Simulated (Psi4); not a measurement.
# HfH4 (SMILES [H][Hf]([H])([H])[H]): SCAN/def2-SVP (core potential, sweep point 2)

What is the vertical ionisation energy of HfH4 at SCAN/def2-SVP (core potential, sweep point 2)? 

The results are computed with Psi4 1.11.

### Step 1. The structure to begin with

The species is HfH4 (5 atoms), meant as a singlet with charge 0. As SMILES, `[H][Hf]([H])([H])[H]`. Geometry: a GFN2-xTB relaxation, a rough one for these elements and not checked as a minimum.

Bond lengths: Hf1–H2 1.864 Å, Hf1–H3 1.863 Å, Hf1–H4 1.864 Å, Hf1–H5 1.864 Å. Angles: H2–Hf1–H3 109.5°, H2–Hf1–H4 109.5°, H2–Hf1–H5 109.4°, H3–Hf1–H4 109.5°, H3–Hf1–H5 109.5°, H4–Hf1–H5 109.5°.

### Step 2. The energy at SCAN/def2-SVP (core potential, sweep point 2)

job.dat reads:

```
memory 1600 mb

molecule {
  0 1
  Hf     0.00013228     0.00034015    -0.00026456
  H      0.01970984    -0.03356154     3.52169361
  H      3.31310564     0.01942638    -1.19266285
  H     -1.67429735     2.88253154    -1.13738836
  H     -1.65865041    -2.86875544    -1.19137784
  units bohr
  symmetry c1
}

set globals {
  basis                def2-SVP
  puream               true
  scf_type             pk
  dft_radial_points    99
  dft_spherical_points 590
}

result, w = energy('scan', return_wfn=True)
print_variables()
```

Run with:

```
$ psi4 job.dat job.out -n 1
```

job.out:

```text
[...]
    !!!  WARNING: ECP capability is in beta. Please check occupations closely.  !!!
[...]
  Running in c1 symmetry.
[...]
  Nuclear repulsion =   14.673090968919292
[...]
  Multiplicity = 1
[...]
  Nalpha       = 8
  Nbeta        = 8
[...]
    Number of basis functions: 52
[...]
   @RKS iter   1:   -50.29451502562657   -5.23991e-01   3.25926e-03 ADIIS/DIIS
[...]
   @RKS iter   7:   -50.32415870325087   -2.16802e-08   3.27918e-07 DIIS
[...]
    Orbital Energies [Eh]
    ---------------------
    Doubly Occupied:
       1A     -2.458675     2A     -1.308027     3A     -1.308023
       4A     -1.308011     5A     -0.323177     6A     -0.272579
       7A     -0.272546     8A     -0.272536
[...]
  @RKS Final Energy:   -50.32415870325087
   => Energetics <=
    Nuclear Repulsion Energy =             14.6730909689192917
    One-Electron Energy =                -110.1981175203508911
    Two-Electron Energy =                  52.5259617004234087
    DFT Exchange-Correlation Energy =      -7.3250938522426914
    Empirical Dispersion Energy =           0.0000000000000000
    VV10 Nonlocal Energy =                  0.0000000000000000
    Total Energy =                        -50.3241587032508733
[...]
 Multipole Moments:
 ------------------------------------------------------------------------------------
     Multipole            Electronic (a.u.)      Nuclear  (a.u.)        Total (a.u.)
 ------------------------------------------------------------------------------------
 L = 1.  Multiply by 2.5417464519 to convert [e a0] to [Debye]
 Dipole X            :          0.0009315           -0.0006034            0.0003281
 Dipole Y            :          0.0020273           -0.0015689            0.0004583
 Dipole Z            :         -0.0018218            0.0012069           -0.0006150
 Magnitude           :                                                    0.0008342
[...]
```

Run time: 8.7 s. Hardware: 1 thread of Intel Xeon 6975P-C (Granite Rapids), shared host; peak memory 1.3 GiB.

### Step 3. The doublet cation, same level

h4hf.dat reads:

```
memory 1.6 GB

molecule {
  1 2
  Hf     0.00013228     0.00034015    -0.00026456
  H      0.01970984    -0.03356154     3.52169361
  H      3.31310564     0.01942638    -1.19266285
  H     -1.67429735     2.88253154    -1.13738836
  H     -1.65865041    -2.86875544    -1.19137784
  units bohr
  symmetry c1
}

set globals {
  basis                def2-SVP
  reference            uks
  puream               true
  scf_type             pk
  dft_radial_points    99
  dft_spherical_points 590
  maxiter              150
}

e_tot, wfn = energy("scan", return_wfn=True)
```

Run with:

```
$ psi4 h4hf.dat h4hf.out -n 1
```

h4hf.out:

```text
[...]
    !!!  WARNING: ECP capability is in beta. Please check occupations closely.  !!!
[...]
  Running in c1 symmetry.
[...]
  Nuclear repulsion =   14.673090968919292
[...]
  Multiplicity = 2
[...]
  Nalpha       = 8
  Nbeta        = 7
[...]
    Number of basis functions: 52
[...]
   @UKS iter   1:   -49.88075435205346   -1.10230e-01   4.29987e-03 ADIIS/DIIS
[...]
   @UKS iter  25:   -49.94109772813596   -1.78799e-09   7.04971e-07 DIIS
[...]
   @S^2 Observed:                7.655021211E-01
[...]
    Orbital Energies [Eh]
    ---------------------
    Alpha Occupied:
       1A     -2.720412     2A     -1.572778     3A     -1.572767
       4A     -1.561277     5A     -0.577037     6A     -0.537922
       7A     -0.532994     8A     -0.532924
    Alpha Virtual:
       9A     -0.353613    10A     -0.349057    11A     -0.298547
      12A     -0.292235    13A     -0.292134    14A     -0.121502
      15A     -0.067045    16A     -0.064158    17A     -0.061032
      18A     -0.060838    19A     -0.005844    20A     -0.002396
      21A      0.015175    22A      0.015519    23A      0.015580
      24A      0.327355    25A      0.351915    26A      0.352096
[...]
  @UKS Final Energy:   -49.94109772813596
   => Energetics <=
    Nuclear Repulsion Energy =             14.6730909689192917
    One-Electron Energy =                -106.1151635151587556
    Two-Electron Energy =                  48.5190146583496613
    DFT Exchange-Correlation Energy =      -7.0180398402461659
    Empirical Dispersion Energy =           0.0000000000000000
    VV10 Nonlocal Energy =                  0.0000000000000000
    Total Energy =                        -49.9410977281359649
[...]
 Multipole Moments:
 ------------------------------------------------------------------------------------
     Multipole            Electronic (a.u.)      Nuclear  (a.u.)        Total (a.u.)
 ------------------------------------------------------------------------------------
 L = 1.  Multiply by 2.5417464519 to convert [e a0] to [Debye]
 Dipole X            :         -0.0014329           -0.0006034           -0.0020363
 Dipole Y            :          0.0023531           -0.0015689            0.0007842
 Dipole Z            :         -0.0017751            0.0012069           -0.0005682
 Magnitude           :                                                    0.0022548
[...]
```

It took 31 s on 1 thread of Intel Xeon 6975P-C (Granite Rapids), shared host; peak memory 1.2 GiB.

### Step 4. What came out

Level: SCAN/def2-SVP (core potential, sweep point 2).

| quantity | value |
| --- | --- |
| singlet HfH4: total energy | -50.32416 Eh |
| singlet HfH4: dipole moment | 0.00 D |
| singlet HfH4: HOMO energy | -7.42 eV |
| singlet HfH4: LUMO energy | -2.89 eV |
| singlet HfH4: HOMO–LUMO gap | 4.52 eV |
| doublet cation: total energy | -49.94110 Eh |
| doublet cation: HOMO energy (highest over α and β) | -13.67 eV |
| doublet cation: LUMO energy (lowest over α and β) | -13.46 eV |
| doublet cation: ⟨S²⟩ | 0.766 |
| vertical ionisation energy (to the doublet cation) | 10.424 eV |

In words: Removing an electron at fixed nuclei costs 10.42 eV (240 kcal/mol). The negative HOMO energy of the first species, 7.42 eV, lies 3.01 eV below that difference.
